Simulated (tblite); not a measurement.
# C4H11GaN2O: the cost of one run

Programs: tblite 0.8.0 and PySCF 2.14.0, with density-fitted response routines of our own. Each step states its level of theory. These are calculated values for one molecule in the gas phase, unless marked as measured. Atoms count from 0, in the outputs and in this text.

### Step 1. The starting structure

19 atoms, charge 0, multiplicity 1; geometry from: force field or distance geometry start.

Bonds of the start (Å): C0–C1 1.52, C1–C2 1.47, C2–N3 1.17, C1–O4 1.33, O4–C5 1.33, C5–Ga6 1.94, Ga6–N7 1.94, C0–H8 1.13, C0–H9 1.12, C0–H10 1.09, C1–H11 1.09, C5–H12 1.13, C5–H13 1.13, Ga6–H14 1.59, Ga6–H15 1.62, N7–H16 1.05, N7–H17 1.04, N7–H18 1.03.

### Step 2. Optimising the geometry with GFN2-xTB

The job: settings as JSON, then the geometry in Å.

```
{"job": {"kind": "relax", "xc": "GFN2-xTB", "basis": "xTB"}, "charge": 0, "multiplicity": 1}
C     -2.428000    -0.625300     0.594000
C     -1.500500     0.507300     0.176000
C     -2.383300     1.656900    -0.039100
N     -3.079400     2.581500    -0.218400
O     -0.944800     0.167500    -0.986900
C      0.369400     0.156700    -1.209100
Ga     1.584900    -0.965100    -0.197400
N      2.982400     0.123100     0.593400
H     -3.189100    -0.650800    -0.241700
H     -2.983800    -0.412200     1.542900
H     -1.907900    -1.585500     0.588400
H     -0.868300     0.775300     1.020500
H      0.740500     1.223000    -1.104000
H      0.539700    -0.052600    -2.308000
H      0.968100    -1.956200     0.882300
H      2.384200    -1.925100    -1.229500
H      3.449400     0.663300    -0.180700
H      2.550500     0.781100     1.267800
H      3.706200    -0.453700     1.042200
```

Run with:

```sh
$ OMP_NUM_THREADS=1 python probes_run.py task.json out
```

This one command runs all jobs of the session in turn.

Q: Estimate the wall time and peak memory of this first job on 1 thread of Arm Neoverse V1, shared host.

About 1.9 s, with a peak of 0.18 GiB.
